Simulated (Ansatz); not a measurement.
Working through a rigid torsion scan of FGeH₄Si, SMILES F[SiH][GeH3]

Computed with Ansatz 0.2.0, Python API.

Notebook, run cell by cell (the value of a cell's last expression is shown):

```python
import ansatz as az
from ase import Atoms
```

```python
BASIS = "def2-SVP"
XC = "R2SCAN0"
FMAX = 0.02
```

```python
atoms = Atoms(["F", "Si", "Ge", "H", "H", "H", "H"], positions=[
    [-0.8288, -1.7863, 1.4971],
    [-0.9032, -1.0984, -0.073],
    [0.2694, 0.8827, -0.1163],
    [-0.2159, -2.0412, -1.0117],
    [0.2854, 1.4675, -1.5519],
    [-0.3387, 1.9053, 0.8839],
    [1.7929, 0.6022, 0.3262],
])
```

```python
first = az.Crystal.molecule_from_ase(atoms).calculation()
first = first.basis(gaussian=BASIS).functional(XC)
first = first.spin("collinear", total=1).relax(force_tolerance=FMAX, max_steps=80)
atoms.positions = first.run().report["positions_ang"]
```

```python
start = atoms.get_dihedral(4, 2, 1, 0)
energies = {}
for turn in range(0, 360, 30):
    turned = atoms.copy()
    turned.set_dihedral(4, 2, 1, 0, start + turn, indices=[0, 1, 3])
    job = az.Crystal.molecule_from_ase(turned).calculation()
    job = job.basis(gaussian=BASIS)
    job = job.functional(XC).spin("collinear", total=1)
    energies[round((start + turn) % 360)] = job.run().report["free_energy_ev"]
floor = min(energies.values())
print("dihedral H4-Ge2-Si1-F0 (deg)   E - E(min) (kJ/mol)")
for angle, e in sorted(energies.items()):
    print(f"{angle:8d} {96.485332 * (e - floor):14.3f}  " + "#" * int(30 * (e - floor) / max(max(energies.values()) - floor, 1e-9)))
```

    dihedral H4-Ge2-Si1-F0 (deg)   E - E(min) (kJ/mol)
          29          1.955  ###############
          59          0.626  ####
          89          2.424  ###################
         119          3.794  ##############################
         149          1.736  #############
         179          0.000
         209          1.773  ##############
         239          3.672  #############################
         269          2.210  #################
         299          0.589  ####
         329          2.065  ################
         359          3.559  ############################

Caveats:
- The settings weren't tested for convergence.
- The scan is rigid and the energies are electronic, in a modest basis. With rigid groups the curve can differ much from the relaxed path, the start wasn't checked as a minimum of this torsion, and equivalent turns needn't return to the same energy.
- The species is open-shell (spin multiplicity 2).
- Finished in 2.8 min on 1 thread of Arm Neoverse V1 (shared host), peak memory 0.35 GiB.
